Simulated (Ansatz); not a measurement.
# AlCl₃F₃P: up Jacob's ladder to CCSD(T)

The task here is to estimate one member of a computed series from the others.

Computed with Ansatz 0.2.0, Gaussian basis. Level: functionals in def2-TZVPP, the program's frozen cores in correlated methods.

The runs, in order: LDA (SPW92), PBE-D4, revPBE-D4, BLYP-D4, r2SCAN-D4, B97M-V, PBE0-D4, B3LYP-D4, r2SCANh-D4, r2SCAN0-D4, HSE06-D4, BHLYP-D4, CAM-B3LYP-D4, LC-ωPBE, ωB97X-V, ωB97M-V, B2PLYP, PBE-QIDH; CCSD(T)/def2-SVP; MP2/def2-TZVPP; MP2/def2-QZVPP; RPA on PBE.

### Structure used throughout

An earlier PBE0-D4 in a triple-zeta def2 set relaxation fixed the geometry.

SMILES `F[P+](F)(F)[Al-]([Cl])([Cl])[Cl]`, 8 atoms, charge 0, spin multiplicity 1.

Atoms are counted from 1 here; the program's logs count them from 0.

Bond lengths: F1–P2 1.542 Å, P2–F3 1.542 Å, P2–F4 1.542 Å, P2–Al5 2.518 Å, Al5–Cl6 2.095 Å, Al5–Cl7 2.095 Å, Al5–Cl8 2.095 Å. Angles: F1–P2–F3 100.7°, F1–P2–F4 100.7°, F1–P2–Al5 117.2°, F3–P2–F4 100.7°, F3–P2–Al5 117.3°, F4–P2–Al5 117.2°, P2–Al5–Cl6 97.0°, P2–Al5–Cl7 97.0°, P2–Al5–Cl8 97.0°, Cl6–Al5–Cl7 118.5°, Cl6–Al5–Cl8 118.5°, Cl7–Al5–Cl8 118.5°.

As a file:

| atom | x (Å) | y (Å) | z (Å) |
| --- | --- | --- | --- |
| F1 | 1.0390 | -1.1387 | 1.6503 |
| P2 | 0.8384 | -0.6684 | 0.1958 |
| F3 | 0.8529 | -2.0192 | -0.5470 |
| F4 | 2.2505 | -0.1450 | -0.1337 |
| Al5 | -1.0981 | 0.8756 | -0.2571 |
| Cl6 | -0.4911 | 2.4247 | 1.0154 |
| Cl7 | -0.7796 | 1.0891 | -2.3163 |
| Cl8 | -2.6120 | -0.4181 | 0.3926 |

Set-up of the first run:

Input file in.yaml:

```yaml
crystal:
  periodic: [false, false, false]
  atoms:
    - {symbol: F, position_ang: [1.038974, -1.138668, 1.650254]}
    - {symbol: P, position_ang: [0.838402, -0.668428, 0.195844]}
    - {symbol: F, position_ang: [0.852945, -2.019248, -0.547019]}
    - {symbol: F, position_ang: [2.250547, -0.144965, -0.133653]}
    - {symbol: Al, position_ang: [-1.098115, 0.875584, -0.257144]}
    - {symbol: Cl, position_ang: [-0.491143, 2.424660, 1.015404]}
    - {symbol: Cl, position_ang: [-0.779640, 1.089118, -2.316293]}
    - {symbol: Cl, position_ang: [-2.611960, -0.418052, 0.392597]}
basis:
  gaussian: {orbitals: def2-TZVPP}
hamiltonian: {xc: lda}
output: {orbitals: {seedname: orbitals}}
```

Run with:

```sh
$ ansatz run in.yaml --threads 4 --pin off --events-out ev --progress --plain --max-ram 11315MiB
```

Among the steps run: LDA; PBE-D4 (GGA); revPBE-D4 (GGA); BLYP-D4 (GGA); r2SCAN-D4 (meta-GGA); B97M-V (meta-GGA); PBE0-D4 (hybrid); B3LYP-D4 (hybrid); r2SCANh-D4 (hybrid); r2SCAN0-D4 (hybrid); HSE06-D4 (hybrid); BHLYP-D4 (hybrid); CAM-B3LYP-D4 (range-separated); LC-ωPBE (range-separated); ωB97X-V (range-separated); ωB97M-V (range-separated); B2PLYP (double hybrid); PBE-QIDH (double hybrid).

One table of the session follows, with a row left open; its other results are not shown here.

It belongs to the step «Orbital energies across the functionals». 

```
  functional  HOMO (eV)  gap (eV)
 LDA (SPW92)      -7.81      5.19
      PBE-D4      -7.64      5.33
   revPBE-D4      -7.57      5.40
     BLYP-D4      -7.46      5.34
   r2SCAN-D4      -8.02      5.91
      B97M-V      -8.10      5.99
     PBE0-D4      -9.07      7.64
    B3LYP-D4      -8.78      7.17
  r2SCANh-D4      -8.54      6.75
  r2SCAN0-D4      -9.32      8.02
    HSE06-D4      -8.66      6.86
    BHLYP-D4          ?         ?
CAM-B3LYP-D4     -10.43     10.15
     LC-ωPBE     -11.87     12.76
     ωB97X-V     -11.48     12.27
     ωB97M-V     -11.32     11.96
```

Estimate the missing values for BHLYP-D4.

Worked estimate for «HOMO (eV)». Against the share of exact exchange, BLYP-D4 (0, -7.46), B3LYP-D4 (0.2, -8.78) give a slope of -6.60 per unit share; at 0.5 the line stands at -10.76.

The run gave: HOMO (eV): -10.34; gap (eV): 9.96. In «HOMO (eV)» the line misses by -0.42.
